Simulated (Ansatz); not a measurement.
**SiGe₃H₁₀: a ladder of functionals and wavefunction methods**

An exercise on one series of results from a longer session: the logs are not shown, and one member is left open.

Program: Ansatz 0.2.0, Gaussian basis. Level of theory: functionals in def2-TZVPP, the program's frozen cores in correlated methods. These are calculated values, not measurements.

The runs, in order: LDA (SPW92), PBE-D4, revPBE-D4, BLYP-D4, r2SCAN-D4, B97M-V, PBE0-D4, B3LYP-D4, r2SCANh-D4, r2SCAN0-D4, HSE06-D4, BHLYP-D4, CAM-B3LYP-D4, LC-ωPBE, ωB97X-V, ωB97M-V, B2PLYP, PBE-QIDH; CCSD(T)/def2-SVP; CCSD(T)/def2-TZVPP; MP2/def2-QZVPP; extrapolation to the limit; RPA on PBE.

### Structure used throughout

An earlier PBE0-D4 in a triple-zeta def2 set relaxation fixed the geometry.

SMILES `[SiH3][GeH2][GeH2][GeH3]`, 14 atoms, charge 0, spin multiplicity 1.

Atoms are counted from 1 here; the program's logs count them from 0.

Bond lengths: Si1–Ge2 2.378 Å, Si1–H5 1.487 Å, Si1–H6 1.487 Å, Si1–H7 1.487 Å, Ge2–Ge3 2.426 Å, Ge2–H8 1.541 Å, Ge2–H9 1.540 Å, Ge3–Ge4 2.423 Å, Ge3–H10 1.540 Å, Ge3–H11 1.540 Å, Ge4–H12 1.538 Å, Ge4–H13 1.538 Å, Ge4–H14 1.538 Å. Angles: Ge2–Si1–H5 111.4°, Ge2–Si1–H6 109.7°, Ge2–Si1–H7 109.3°, H5–Si1–H6 108.9°, H5–Si1–H7 108.9°, H6–Si1–H7 108.7°, Si1–Ge2–Ge3 109.8°, Si1–Ge2–H8 109.8°, Si1–Ge2–H9 110.6°, Ge3–Ge2–H8 108.7°, Ge3–Ge2–H9 110.2°, H8–Ge2–H9 107.9°, Ge2–Ge3–Ge4 109.8°, Ge2–Ge3–H10 110.5°, Ge2–Ge3–H11 109.3°, Ge4–Ge3–H10 110.0°, Ge4–Ge3–H11 109.3°, H10–Ge3–H11 107.9° and more.

As a file:

```xyz
14
Ge3H10Si
Si    1.1416    1.8867   -0.9975
Ge    0.0126   -0.0927   -1.6776
Ge   -1.4065   -0.8872    0.1229
Ge   -0.0997   -1.1417    2.1473
H     2.0005    2.4217   -2.0867
H     0.1471    2.9233   -0.6138
H     1.9933    1.5843    0.1836
H     1.0402   -1.1895   -2.0158
H    -0.8293    0.1715   -2.9402
H    -2.0552   -2.2316   -0.2563
H    -2.5354    0.1313    0.3699
H     1.0972   -2.0707    1.8846
H     0.4376    0.2291    2.5920
H    -0.9440   -1.7344    3.2877
```

Set-up of the first run:

in.yaml

```yaml
crystal:
  periodic: [false, false, false]
  atoms:
    - {symbol: Si, position_ang: [1.141632, 1.886667, -0.997514]}
    - {symbol: Ge, position_ang: [0.012583, -0.092692, -1.677576]}
    - {symbol: Ge, position_ang: [-1.406471, -0.887225, 0.122920]}
    - {symbol: Ge, position_ang: [-0.099711, -1.141703, 2.147284]}
    - {symbol: H, position_ang: [2.000468, 2.421686, -2.086714]}
    - {symbol: H, position_ang: [0.147077, 2.923256, -0.613780]}
    - {symbol: H, position_ang: [1.993342, 1.584316, 0.183561]}
    - {symbol: H, position_ang: [1.040246, -1.189476, -2.015823]}
    - {symbol: H, position_ang: [-0.829335, 0.171460, -2.940221]}
    - {symbol: H, position_ang: [-2.055238, -2.231608, -0.256278]}
    - {symbol: H, position_ang: [-2.535361, 0.131275, 0.369934]}
    - {symbol: H, position_ang: [1.097214, -2.070665, 1.884581]}
    - {symbol: H, position_ang: [0.437558, 0.229089, 2.591964]}
    - {symbol: H, position_ang: [-0.944014, -1.734390, 3.287652]}
basis:
  gaussian: {orbitals: def2-TZVPP}
hamiltonian: {xc: lda}
output: {orbitals: {seedname: orbitals}}
```

Steps of the session up to this table: LDA; PBE-D4 (GGA); revPBE-D4 (GGA); BLYP-D4 (GGA); r2SCAN-D4 (meta-GGA); B97M-V (meta-GGA); PBE0-D4 (hybrid); B3LYP-D4 (hybrid); r2SCANh-D4 (hybrid); r2SCAN0-D4 (hybrid); HSE06-D4 (hybrid); BHLYP-D4 (hybrid); CAM-B3LYP-D4 (range-separated); LC-ωPBE-D4 (range-separated; the results give it without D4); ωB97X-V (range-separated); ωB97M-V (range-separated); B2PLYP (double hybrid); PBE-QIDH (double hybrid).

One of the session's tables, all rows but one given; the rest of the session is left out.

It belongs to the step «Orbital energies across the functionals». 

| functional | HOMO (eV) | gap (eV) |
| --- | --- | --- |
| LDA (SPW92) | -6.83 | 5.58 |
| PBE-D4 | -6.71 | 5.69 |
| revPBE-D4 | -6.66 | 5.74 |
| BLYP-D4 | -6.54 | 5.60 |
| r2SCAN-D4 | -6.97 | 6.21 |
| B97M-V | -7.07 | 6.20 |
| PBE0-D4 | -7.71 | 7.51 |
| B3LYP-D4 | -7.49 | 7.05 |
| r2SCANh-D4 | -7.33 | 6.85 |
| r2SCAN0-D4 | -7.87 | 7.81 |
| HSE06-D4 | -7.33 | 6.76 |
| BHLYP-D4 | -8.56 | 9.23 |
| CAM-B3LYP-D4 | -8.86 | 9.62 |
| LC-ωPBE | -10.12 | 12.00 |
| ωB97X-V | -9.82 | 11.57 |
| ωB97M-V | ? | ? |

**Question.** Estimate the row for ωB97M-V.

As computed: HOMO (eV): -9.64; gap (eV): 11.11. In the column «HOMO (eV)» it lies between ωB97X-V (-9.82) and CAM-B3LYP-D4 (-8.86).
